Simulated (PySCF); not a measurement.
# The bond of TiF−, level by level

What are the lowest state that PBE0 finds, the bond length, vibrational wavenumber and bond energy of TiF−, and how much do these hang on the method?

Computed with PySCF 2.14.0. Level: Ti def2-TZVPPD, F def2-TZVPPD, no relativity.

### Step 1. The job

Settings of the job:

```
atoms                         : Ti, F
charge                        : -1
basis                         : Ti def2-TZVPPD, F def2-TZVPPD
Hamiltonian                   : no relativity
basis functions               : 107
electrons treated             : 32
masses in u                   : 47.9479, 18.9984
levels                        : PBE0, PBE, r²SCAN, B3LYP, B97-3, B2PLYP, PBEsol, PW91, CAM-B3LYP, HF, MP2, SCS-MP2, CCSD, CCSD(T)
grid                          : 80 radial by 434 angular points
occupations                   : held fixed by the projection of orbital angular momentum
dissociation limit            : Ti + F−, each in its ground configuration
starting distance in angstrom : 1.980
values of 2S to try           : 0, 2, 4
```

On the command line:

```bash
$ OMP_NUM_THREADS=2 python dia.py task.json out
```

The runs that follow: First curve: PBE0; Other states along the same grid; PBE (GGA); r²SCAN (meta-GGA); B3LYP (global hybrid GGA); B97-3; B2PLYP; PBEsol (GGA); PW91; CAM-B3LYP (range-separated hybrid); ROHF (mean field); Adding correlation.

What does the calculation give? Wanted: for each run, Re; ωe; De; μ.

**Answer**, as computed:

Lowest PBE0 solution found, without spin–orbit coupling: triplet, unpaired electrons π ↑, δ ↑. State 2 has its PBE0 minimum 0.00 eV higher. State 3 has its PBE0 minimum 0.04 eV higher. State 4 has its PBE0 minimum 0.41 eV higher. The other levels ran on the lowest alone.

```csv
level,Re (Å),ωe (cm⁻¹),De (eV),μ (D)
ROHF,1.946,531,3.05,3.16
ROHF-MP2,1.907,537,3.03,n/a
ROHF-SCS-MP2,1.922,527,2.96,n/a
ROHF-CCSD,1.906,549,3.19,n/a
ROHF-CCSD(T),1.897,552,3.26,n/a
PBE,1.852,568,3.69,2.72
PBEsol,1.827,595,3.96,2.85
PW91,1.851,571,3.70,2.64
B3LYP,1.884,554,3.28,2.30
PBE0,1.872,566,3.49,2.78
B97-3,1.892,545,3.28,2.64
CAM-B3LYP,1.885,559,3.29,2.38
B2PLYP,1.894,549,3.17,2.63
```

De is counted to Ti + F− in their ground configurations. A positive dipole points from Ti to F; in an ion it is taken about the centre of mass and does not tell which atom is negative. No constants: r²SCAN (the points don't follow one smooth fit).

Differences from CCSD(T) in the same basis:

```csv
level,Re (mÅ),ωe (%)
ROHF,+49,-3.8
ROHF-MP2,+10,-2.7
ROHF-SCS-MP2,+25,-4.4
ROHF-CCSD,+9,-0.6
PBE,-45,+3.0
PBEsol,-70,+7.9
PW91,-46,+3.5
B3LYP,-13,+0.5
PBE0,-25,+2.7
B97-3,-5,-1.2
CAM-B3LYP,-12,+1.4
B2PLYP,-3,-0.5
```

What this shows: Against CCSD(T) in the same basis, the bond length is nearest at B2PLYP (-3 mÅ) and farthest at PBEsol (-70 mÅ); the wavenumber is nearest at B3LYP and B2PLYP (0.5 % off) and farthest at PBEsol (+7.9 %). Of the levels with a De here, ROHF-SCS-MP2 gives the least (2.96 eV) and PBEsol the most (3.96 eV).

Correlated steps freeze 6 core orbitals. B2PLYP dipoles, levels and charges come from its SCF part alone. The state is the lowest single determinant that the PBE0 search found; with open d or f shells the true ground state can be another one. With some functionals the highest level of the anion is positive, from self-interaction error or because the anion is truly unbound there; the finite basis then holds the extra electron, and no neutral molecule was run to test the binding.
